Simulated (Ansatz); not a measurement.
# La8CS8O2: the cost of one run

Method: DFT PBE+D3(BJ), plane waves, PAW, scalar-relativistic, no spin polarisation, in Ansatz 0.2.0.

### Step 1. Starting point

The cell holds 19 atoms (CLa8O2S8): a = 8.185 Å, b = 8.185 Å, c = 18.013 Å, α = 90.00°, β = 90.00°, γ = 60.00°.

Its coordinates follow in the input file.

### Step 2. Relaxing end A

The input, input.yaml:

```yaml
crystal:
  lattice:
    - [8.185468, 0.0, 0.0]
    - [4.092734, 7.088823, 0.0]
    - [0.0, 0.0, 18.012555]
  atoms:
    - { symbol: La, position: [0.0, 0.0, 0.0555168] }
    - { symbol: S, position: [0.3333333, 0.8333333, 0.1482772] }
    - { symbol: La, position: [0.0, 0.5, 0.0555168] }
    - { symbol: S, position: [0.3333333, 0.3333333, 0.1482772] }
    - { symbol: La, position: [0.5, 0.0, 0.0555168] }
    - { symbol: S, position: [0.8333333, 0.8333333, 0.1482772] }
    - { symbol: La, position: [0.5, 0.5, 0.0555168] }
    - { symbol: S, position: [0.8333333, 0.3333333, 0.1482772] }
    - { symbol: La, position: [0.6666667, 0.6666667, 0.2410376] }
    - { symbol: S, position: [0.0, 0.5, 0.333798] }
    - { symbol: La, position: [0.6666667, 0.1666667, 0.2410376] }
    - { symbol: S, position: [1.0, 1.0, 0.333798] }
    - { symbol: La, position: [0.1666667, 0.6666667, 0.2410376] }
    - { symbol: S, position: [0.5, 0.5, 0.333798] }
    - { symbol: La, position: [0.1666667, 0.1666667, 0.2410376] }
    - { symbol: S, position: [0.5, 0.0, 0.333798] }
    - { symbol: C, position: [0.4989439, 0.250992, 0.4581557] }
    - { symbol: O, position: [0.4134214, 0.4160038, 0.4637074] }
    - { symbol: O, position: [0.5844664, 0.0859802, 0.4637074] }
basis:
  ecutwfc: 420.0
kpoints:
  mp_grid: { grid: [2, 2, 1] }
hamiltonian:
  xc: pbe
  dispersion: d3bj
scf:
  occupations: { method: gaussian, width: 0.05 }
  lower_state_search: "off"
relax:
  f_tol: 0.03
  max_steps: 60
  adjacent_minimum: "off"
  constraints: [{ sites: [0, 2, 4, 6] }]
```

On the command line:

```
$ ansatz run input.yaml --threads 2 --pin off --max-ram 5120MiB --backend cpu --events-out ev --progress --plain --runs-dir out
```

Q: Estimate wall time and peak memory on 2 threads of AMD EPYC 9R45 (Zen 5), shared host.

About 1.7 min, with a peak of 1.9 GiB.
